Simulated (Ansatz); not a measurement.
# AsP: taking an electron away

One table from this session's results is given with a row withheld; the runs are named, their logs left out.

Computed with Ansatz 0.2.0, Gaussian basis. Level: unrestricted cation, the program's frozen cores in correlated methods.

The runs, in order: UKS PBE-D4/def2-TZVPP; UKS r2SCAN-D4/def2-TZVPP; UKS PBE0-D4/def2-TZVPP; UKS B3LYP-D4/def2-TZVPP; UKS wB97X-V/def2-TZVPP; UKS wB97M-V/def2-TZVPP; UKS B2PLYP/def2-TZVPP; UHF-CCSD(T)/def2-TZVPP; UHF-CCSD(T)/def2-QZVPP; extrapolation to the limit; then −ε(HOMO) from the neutral's earlier runs with LDA (SPW92), PBE-D4, revPBE-D4, BLYP-D4, r2SCAN-D4, B97M-V, PBE0-D4, B3LYP-D4, r2SCANh-D4, r2SCAN0-D4, HSE06-D4, BHLYP-D4, CAM-B3LYP-D4, LC-ωPBE, ωB97X-V, ωB97M-V.

## Structure used throughout

The geometry comes from an earlier relaxation with PBE0-D4 in a triple-zeta def2 set; it is a stationary point.

SMILES `P#[As]`, 2 atoms, charge 0, spin multiplicity 1.

Atoms are counted from 1 here; the program's logs count them from 0.

Bond lengths: P1–As2 1.988 Å.

Set-up of the first run:

in.yaml reads:

```yaml
crystal:
  periodic: [false, false, false]
  atoms:
    - {symbol: P, position_ang: [0.848249, -0.280478, 0.435404]}
    - {symbol: As, position_ang: [-0.848249, 0.280478, -0.435404]}
basis:
  gaussian: {orbitals: def2-TZVPP}
total_charge: 1
magnetization: {spin_polarized: true, initial_magnetization: 1}
hamiltonian: {xc: pbe, dispersion: d4}
```

Started as:

```
ansatz run in.yaml --threads 2 --pin off --events-out ev --progress --plain --max-ram 32768MiB --backend cpu
```

Among the steps run: Cation, UKS PBE-D4/def2-TZVPP; Cation, UKS r2SCAN-D4/def2-TZVPP; Cation, UKS PBE0-D4/def2-TZVPP; Cation, UKS B3LYP-D4/def2-TZVPP; Cation, UKS wB97X-V/def2-TZVPP; Cation, UKS wB97M-V/def2-TZVPP; Cation, UKS B2PLYP (frozen core)/def2-TZVPP; Cation, UHF-CCSD(T)/def2-TZVPP; Cation, UHF-CCSD(T)/def2-QZVPP.

One of the session's tables, all rows but one given; the rest of the session is left out.

It belongs to the step «Ionisation energies side by side». For comparison, −ε(HOMO) of the neutral from earlier runs:

```
  functional  −ε(HOMO) (eV)
 LDA (SPW92)           6.95
      PBE-D4           6.79
   revPBE-D4           6.75
     BLYP-D4           6.56
   r2SCAN-D4           7.10
      B97M-V           6.93
     PBE0-D4           7.76
    B3LYP-D4           7.50
  r2SCANh-D4              ?
  r2SCAN0-D4           7.95
    HSE06-D4           7.37
    BHLYP-D4           8.48
CAM-B3LYP-D4           8.87
     LC-ωPBE          10.18
     ωB97X-V           9.85
     ωB97M-V           9.67
```

Q: Estimate the row for r2SCANh-D4 from the others.

Worked estimate for «−ε(HOMO) (eV)». Against the share of exact exchange, r2SCAN-D4 (0, 7.10), r2SCAN0-D4 (0.25, 7.95) give a slope of 3.40 per unit share; at 0.1 the line stands at 7.44.

As computed: −ε(HOMO) (eV): 7.44. In «−ε(HOMO) (eV)» the line misses by 0.00.
